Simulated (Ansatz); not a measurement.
# Hg3W: the cost of one run

Computed with Ansatz 0.2.0 (DFT PBE, scalar-relativistic, plane waves, PAW, unless a step's input says otherwise).

**1. The structure to begin with**

It takes space group Im-3m (No. 229, cubic). The conventional cell has a = 6.012 Å, b = 6.012 Å, c = 6.012 Å, α = 90.00°, β = 90.00°, γ = 90.00°. Hg (site symmetry 4/mmm) has 4 Hg at 3.01 Å and 2 W at 3.01 Å in its first shell of neighbours. W (site symmetry m-3m) has 6 Hg at 3.01 Å in its first shell of neighbours.

Coordinates:

```xyz
4
Lattice="-3.0061 3.0061 3.0061 3.0061 -3.0061 3.0061 3.0061 3.0061 -3.0061" Properties=species:S:1:pos:R:3 pbc="T T T"
Hg    3.0061    0.0000    0.0000
Hg    0.0000    3.0061    0.0000
Hg    0.0000    0.0000    3.0061
W     0.0000    0.0000    0.0000
```

A structure generator made this guess: random cell by space group and Wyckoff sites (Im-3m, No. 229). The dimensions are guesses.

**2. The guess as it stands, on a coarse mesh**

input.yaml

```yaml
crystal:
  lattice:
    - [-3.00612544, 3.00612544, 3.00612544]
    - [3.00612544, -3.00612544, 3.00612544]
    - [3.00612544, 3.00612544, -3.00612544]
  atoms:
    - { symbol: Hg, position: [0.0, 0.5, 0.5] }
    - { symbol: Hg, position: [0.5, 0.0, 0.5] }
    - { symbol: Hg, position: [0.5, 0.5, 0.0] }
    - { symbol: W, position: [0.0, 0.0, 0.0] }
basis:
  ecutwfc: 420
kpoints:
  mp_grid: { grid: [4, 4, 4] }
hamiltonian:
  xc: pbe
scf:
  occupations: { method: gaussian, width: 0.1 }
  lower_state_search: "off"
output:
  forces: true
  stress: true
  eigenvalues: true
```

Started as:

```
$ ansatz run input.yaml --threads 1 --pin off --max-ram 2560MiB --backend cpu --events-out ev --progress --plain --runs-dir out
```

Q: Estimate wall time and peak memory on 1 thread of Intel Xeon at 2.80GHz (Skylake/Cascade Lake), shared host.

About 2.1 s, with a peak of 0.42 GiB.
